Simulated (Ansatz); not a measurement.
**SiHF3: one structure at several levels**

The atoms stand at a displaced guess of a reacting structure. How far do the functionals agree with CCSD(T) there?

Computed with Ansatz 0.2.0, Gaussian basis. Level: single points in def2-TZVPP.

Cores are frozen in the correlated methods.

### 1 The system as given

5 atoms, charge 0, spin multiplicity 1.

Atoms are counted from 1 here; the program's logs count them from 0.

Bond lengths: Si1–F4 1.593 Å, F2–H3 1.145 Å, H3–F5 1.121 Å. Angles: F2–H3–F5 156.7°.

As a file:

```csv
atom,x (Å),y (Å),z (Å)
Si1,-0.9612,-0.0047,0.5268
F2,0.2800,-1.1913,-0.4537
H3,0.3719,-0.0833,-0.7275
F4,0.2439,0.3178,1.5171
F5,0.0508,0.9880,-0.8067
```

### 2 CCSD(T)/def2-TZVPP

Contents of run/in.yaml:

```yaml
crystal:
  periodic: [false, false, false]
  atoms:
    - {symbol: Si, position_ang: [-0.961200, -0.004700, 0.526800]}
    - {symbol: F, position_ang: [0.280000, -1.191300, -0.453700]}
    - {symbol: H, position_ang: [0.371900, -0.083300, -0.727500]}
    - {symbol: F, position_ang: [0.243900, 0.317800, 1.517100]}
    - {symbol: F, position_ang: [0.050800, 0.988000, -0.806700]}
basis:
  gaussian: {orbitals: def2-TZVPP}
correlation: {method: ccsd_t}
output: {forces: true}
```

The command line of these runs was not kept.

### 3 PBE0-D4/def2-TZVPP

Edit run/in.yaml of step 2 so:

```diff
@@ -10,3 +10,3 @@
   gaussian: {orbitals: def2-TZVPP}
-correlation: {method: ccsd_t}
-output: {forces: true}
+hamiltonian: {xc: pbe0, dispersion: d4}
+output: {forces: true, orbitals: {seedname: orbitals}}
```

### 4 wB97M-V/def2-TZVPP

Edit run/in.yaml of step 3 so:

```diff
@@ -10,3 +10,3 @@
   gaussian: {orbitals: def2-TZVPP}
-hamiltonian: {xc: pbe0, dispersion: d4}
-output: {forces: true, orbitals: {seedname: orbitals}}
+hamiltonian: {xc: {name: wB97M-V}}
+output: {forces: true}
```

### 5 r2SCAN-D4/def2-TZVPP

Edit run/in.yaml of step 4 so:

```diff
@@ -10,3 +10,3 @@
   gaussian: {orbitals: def2-TZVPP}
-hamiltonian: {xc: {name: wB97M-V}}
+hamiltonian: {xc: r2scan, dispersion: d4}
 output: {forces: true}
```

### 6 PBE-D4/def2-TZVPP

Edit run/in.yaml of step 5 so:

```diff
@@ -10,3 +10,3 @@
   gaussian: {orbitals: def2-TZVPP}
-hamiltonian: {xc: r2scan, dispersion: d4}
+hamiltonian: {xc: pbe, dispersion: d4}
 output: {forces: true}
```

### 7 BLYP-D4/def2-TZVPP

Edit run/in.yaml of step 6 so:

```diff
@@ -10,3 +10,3 @@
   gaussian: {orbitals: def2-TZVPP}
-hamiltonian: {xc: pbe, dispersion: d4}
+hamiltonian: {xc: {name: BLYP}, dispersion: d4}
 output: {forces: true}
```

### 8 HSE06-D4/def2-TZVPP

Edit run/in.yaml of step 7 so:

```diff
@@ -10,3 +10,3 @@
   gaussian: {orbitals: def2-TZVPP}
-hamiltonian: {xc: {name: BLYP}, dispersion: d4}
+hamiltonian: {xc: hse06, dispersion: d4}
 output: {forces: true}
```

(Steps that only read results are left out.)

Before running it: what results should come out? Wanted: energy less free atoms, CCSD(T)/def2-TZVPP; RMS force component; RMS force error; HOMO and LUMO, PBE0-D4; T1 diagnostic.

**Answer**, as computed:

| quantity | value |
| --- | --- |
| energy less free atoms, CCSD(T)/def2-TZVPP | -1698.9 kJ/mol |
| RMS force component | 0.666 to 0.738 eV/Å over the methods |
| RMS force error | PBE0-D4 0.071, wB97M-V 0.156, r2SCAN-D4 0.143, PBE-D4 0.452, BLYP-D4 0.564, HSE06-D4 0.070 eV/Å |
| HOMO and LUMO, PBE0-D4 | -8.78 and -1.56 eV |
| T1 diagnostic | 0.014 |

Against CCSD(T) the functionals' energies less atoms differ by -109.0 to -17.9 kJ/mol, PBE-D4 by -109.0 kJ/mol. CCSD(T) in triple zeta still lacks some correlation energy of the bonds, so part of these gaps is its own basis error and they don't rank the functionals. The forces of HSE06-D4 come nearest to CCSD(T), those of BLYP-D4 are farthest.
